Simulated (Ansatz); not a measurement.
# CSO: the cost of one run

Method: DFT PBE, plane waves, PAW, scalar-relativistic, no spin polarisation, in Ansatz 0.2.0.

### 1 The starting structure

The cell holds 24 atoms (C8O8S8): a = 9.521 Å, b = 9.521 Å, c = 9.521 Å, α = 90.00°, β = 90.00°, γ = 90.00°.

The coordinates stand in the first input below.

### 2 Relaxing the start

input.yaml reads:

```yaml
crystal:
  lattice:
    - [9.521466, 0.0, 0.0]
    - [0.0, 9.521466, 0.0]
    - [0.0, 0.0, 9.521466]
  atoms:
    - { symbol: O, position: [0.4612793, 0.6699031, 0.2448117] }
    - { symbol: C, position: [0.4691929, 0.555631, 0.1978486] }
    - { symbol: S, position: [0.4797014, 0.4038857, 0.135485] }
    - { symbol: O, position: [0.8666579, 0.0160744, 0.4306717] }
    - { symbol: C, position: [0.8134894, 0.127425, 0.4406939] }
    - { symbol: S, position: [0.7428855, 0.2752906, 0.4540027] }
    - { symbol: O, position: [0.6632198, 0.8853069, 0.6355531] }
    - { symbol: C, position: [0.763148, 0.8546926, 0.7019112] }
    - { symbol: S, position: [0.8958455, 0.8140389, 0.7900301] }
    - { symbol: O, position: [0.1684486, 0.1961307, 0.2268802] }
    - { symbol: C, position: [0.1126665, 0.1593571, 0.1226577] }
    - { symbol: S, position: [0.0385919, 0.1105243, -0.0157425] }
    - { symbol: O, position: [0.0794336, 0.8604227, 0.2466203] }
    - { symbol: C, position: [0.1194914, 0.9104549, 0.3525374] }
    - { symbol: S, position: [0.1726854, 0.9768941, 0.4931877] }
    - { symbol: O, position: [0.2812554, 0.2644127, 0.634021] }
    - { symbol: C, position: [0.3479808, 0.3460562, 0.6988927] }
    - { symbol: S, position: [0.4365874, 0.454473, 0.7850377] }
    - { symbol: O, position: [0.3412549, 0.7036208, 0.496597] }
    - { symbol: C, position: [0.2369514, 0.6446349, 0.5277053] }
    - { symbol: S, position: [0.0984437, 0.5663059, 0.5690149] }
    - { symbol: O, position: [0.483394, 0.1125804, 0.8195758] }
    - { symbol: C, position: [0.4966963, 0.0376994, 0.9172598] }
    - { symbol: S, position: [0.5143609, -0.0617372, 1.0469772] }
basis:
  ecutwfc: 420.0
kpoints:
  mp_grid: { grid: [1, 1, 1] }
hamiltonian:
  xc: pbe
scf:
  occupations: { method: fermi_dirac, width: 0.02 }
  lower_state_search: "off"
relax:
  f_tol: 0.3
  max_steps: 15
  adjacent_minimum: "off"
```

Started as:

```bash
> ansatz run input.yaml --threads 1 --pin off --max-ram 3072MiB --backend cpu --events-out ev --progress --plain --runs-dir out
```

Q: Estimate wall time and peak memory on 1 thread of Intel Xeon 6975P-C (Granite Rapids), shared host.

About 35 s, with a peak of 0.69 GiB.
